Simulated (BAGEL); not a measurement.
**PBE0/aug-cc-pVDZ (density fitting with qzvpp-jkfit) run of [SiCl3]+ (SMILES Cl[Si+](Cl)Cl)**

Aim: the energy change on altering one bond length of [SiCl3]+ at PBE0/aug-cc-pVDZ (density fitting with qzvpp-jkfit), from 2 runs. 

The calculation is run with BAGEL 1.2.2.

2 further runs of the same task are left out: 1 that didn't finish, 1 set aside as unsound or not needed.

### 1 The structure to begin with

[SiCl3]+: 4 atoms, total charge +1, spin state singlet. As SMILES, `Cl[Si+](Cl)Cl`. The shape is that of a PBE0-D4/def2-TZVP optimisation.

Bond lengths: Cl1–Si2 1.947 Å, Si2–Cl3 1.947 Å, Si2–Cl4 1.947 Å. Angles: Cl1–Si2–Cl3 120.0°, Cl1–Si2–Cl4 120.0°, Cl3–Si2–Cl4 120.0°.

### 2 A single-point energy at PBE0/aug-cc-pVDZ (density fitting with qzvpp-jkfit)

Input file job.json:

```json
{ "bagel" : [

{
  "title" : "molecule",
  "basis" : "aug-cc-pvdz.json",
  "df_basis" : "qzvpp-jkfit",
  "angstrom" : true,
  "geometry" : [
    { "atom" : "Cl", "xyz" : [   -1.556000,   -0.622300,    0.990900 ] },
    { "atom" : "Si", "xyz" : [    0.000000,   -0.000100,   -0.000100 ] },
    { "atom" : "Cl", "xyz" : [    1.772000,   -0.669600,    0.449500 ] },
    { "atom" : "Cl", "xyz" : [   -0.216000,    1.292000,   -1.440300 ] }
  ]
},
{ "title" : "ks", "xc_func" : "pbe0", "charge" : 1 },
{ "title" : "print", "file" : "orbitals.molden", "orbitals" : true }

]}
```

The basis set aug-cc-pVDZ is read from a file made from the Basis Set Exchange's data (not shown).

Command:

```
$ BAGEL_NUM_THREADS=1 BAGEL job.json > job.out
```

Output:

```text
* using 1 threads per process

  ===============================================================
  ===============================================================

  *** Geometry ***

  { "atom" : "Cl", "xyz" : [     -2.940414,     -1.175977,      1.872530 ] },
  { "atom" : "Si", "xyz" : [      0.000000,     -0.000189,     -0.000189 ] },
  { "atom" : "Cl", "xyz" : [      3.348595,     -1.265361,      0.849432 ] },
  { "atom" : "Cl", "xyz" : [     -0.408181,      2.441526,     -2.721773 ] },

  Number of auxiliary basis functions:      512

  Since a DF basis is specified, we compute 2- and 3-index integrals:
    o Being stored without compression. Storage requirement is 0.048 GB

  Number of basis functions:      108
  Number of electrons      :       65

    * METHOD: MOLECULE                             0.41

  *** Kohn-Sham DFT ***

    * Removing 6638 points whose weight is below 1.00e-10
    * Grid points: 52986

  === Nuclear Repulsion ===
   330.1271509275

       - DIIS with orbital gradients will be used.

  === KS iteration (pbe0 / aug-cc-pvdz.json) ===
      0      -1648.98009461          0.09536163           0.44
      1      -1651.47282763          0.10459717           0.45
      2      -1653.89432620          0.09668472           0.43
      3      -1667.70052111          0.03457097           0.44
      4      -1669.31587396          0.00480009           0.44
      5      -1669.34195990          0.00112750           0.42
      6      -1669.34355936          0.00065552           0.44
      7      -1669.34374975          0.00030899           0.45
      8      -1669.34382835          0.00002687           0.49
      9      -1669.34382891          0.00000517           0.38
     10      -1669.34382894          0.00000179           0.44
     11      -1669.34382894          0.00000034           0.44
     12      -1669.34382895          0.00000017           0.45
     13      -1669.34382895          0.00000001           0.50
     14      -1669.34382895          0.00000001           0.43
     15      -1669.34382895          0.00000001           0.44
    * SCF iteration converged.

    * Permanent dipole moment:
           (   -0.000012,     0.000139,     0.000154) a.u.

    * METHOD: KS                                   7.60

    * METHOD: PRINT                                0.03

  ===============================================================
```

Wall time 8.4 s (1 thread of Intel Xeon Platinum 8375C at 2.90GHz (Ice Lake), shared host); peak memory 0.33 GiB.

### 3 The distorted shape at the same level

Input file dft.json:

```json
{ "bagel" : [

{
  "title" : "molecule",
  "basis" : "aug-cc-pvdz.json",
  "df_basis" : "qzvpp-jkfit",
  "angstrom" : true,
  "geometry" : [
    { "atom" : "Cl", "xyz" : [      -1.523602,      -0.816105,       1.206918 ] },
    { "atom" : "Si", "xyz" : [       0.032398,      -0.193905,       0.215918 ] },
    { "atom" : "Cl", "xyz" : [       1.804398,      -0.863405,       0.665518 ] },
    { "atom" : "Cl", "xyz" : [      -0.216000,       1.292000,      -1.440300 ] }
  ]
},

{
  "title" : "ks",
  "xc_func" : "pbe0",
  "charge" : 1
},

{
  "title" : "print",
  "file" : "orbitals.molden",
  "orbitals" : true
}

]}
```

The basis set aug-cc-pVDZ is read from a file made from the Basis Set Exchange's data (not shown).

Command:

```
$ BAGEL_NUM_THREADS=1 BAGEL dft.json > dft.out
```

Output:

```text
* using 1 threads per process

  ===============================================================
  ===============================================================

  *** Geometry ***

  { "atom" : "Cl", "xyz" : [     -2.879191,     -1.542215,      2.280744 ] },
  { "atom" : "Si", "xyz" : [      0.061223,     -0.366427,      0.408026 ] },
  { "atom" : "Cl", "xyz" : [      3.409818,     -1.631599,      1.257647 ] },
  { "atom" : "Cl", "xyz" : [     -0.408181,      2.441526,     -2.721773 ] },

  Number of auxiliary basis functions:      512

  Since a DF basis is specified, we compute 2- and 3-index integrals:
    o Being stored without compression. Storage requirement is 0.048 GB

  Number of basis functions:      108
  Number of electrons      :       65

    * METHOD: MOLECULE                             0.43

  *** Kohn-Sham DFT ***

    * Removing 6370 points whose weight is below 1.00e-10
    * Grid points: 53254

  === Nuclear Repulsion ===
   315.2934582682

       - DIIS with orbital gradients will be used.

  === KS iteration (pbe0 / aug-cc-pvdz.json) ===
      0      -1645.66941717          0.07782139           0.47
      1      -1594.74222501          0.11181419           0.43
      2      -1518.77506161          0.12006603           0.45
      3      -1665.92161907          0.05587600           0.45
      4      -1668.08561560          0.04512788           0.43
      5      -1669.22473050          0.00925667           0.45
      6      -1669.30507429          0.00452585           0.43
      7      -1669.32051765          0.00136674           0.44
      8      -1669.32213555          0.00056090           0.44
      9      -1669.32244455          0.00015321           0.43
     10      -1669.32246468          0.00001515           0.44
     11      -1669.32246485          0.00000950           0.42
     12      -1669.32246496          0.00000161           0.45
     13      -1669.32246496          0.00000063           0.45
     14      -1669.32246496          0.00000009           0.43
     15      -1669.32246496          0.00000005           0.47
     16      -1669.32246496          0.00000001           0.42
     17      -1669.32246496          0.00000001           0.43
    * SCF iteration converged.

    * Permanent dipole moment:
           (   -0.055210,     0.330347,    -0.367946) a.u.

    * METHOD: KS                                   8.49

    * METHOD: PRINT                                0.02

  ===============================================================
```

It took 9.3 s on 1 thread of Intel Xeon Platinum 8375C at 2.90GHz (Ice Lake), shared host; peak memory 0.33 GiB.

### 4 Results

At PBE0/aug-cc-pVDZ (density fitting with qzvpp-jkfit):

| quantity | value |
| --- | --- |
| first shape: total energy | -1669.34383 Eh |
| first shape: HOMO energy | -15.48 eV |
| first shape: LUMO energy | -8.40 eV |
| first shape: HOMO–LUMO gap | 7.08 eV |
| distorted shape: total energy | -1669.32246 Eh |
| distorted shape: HOMO energy | -15.02 eV |
| distorted shape: LUMO energy | -8.93 eV |
| distorted shape: HOMO–LUMO gap | 6.09 eV |
| energy change with the Si2–Cl4 bond stretched from 1.947 to 2.239 Å | 0.581 eV |

In words: With the Si2–Cl4 bond stretched from 1.947 to 2.239 Å the energy rises by 0.58 eV (56.1 kJ/mol). The first shape isn't relaxed at this level, so the change isn't measured from a minimum.
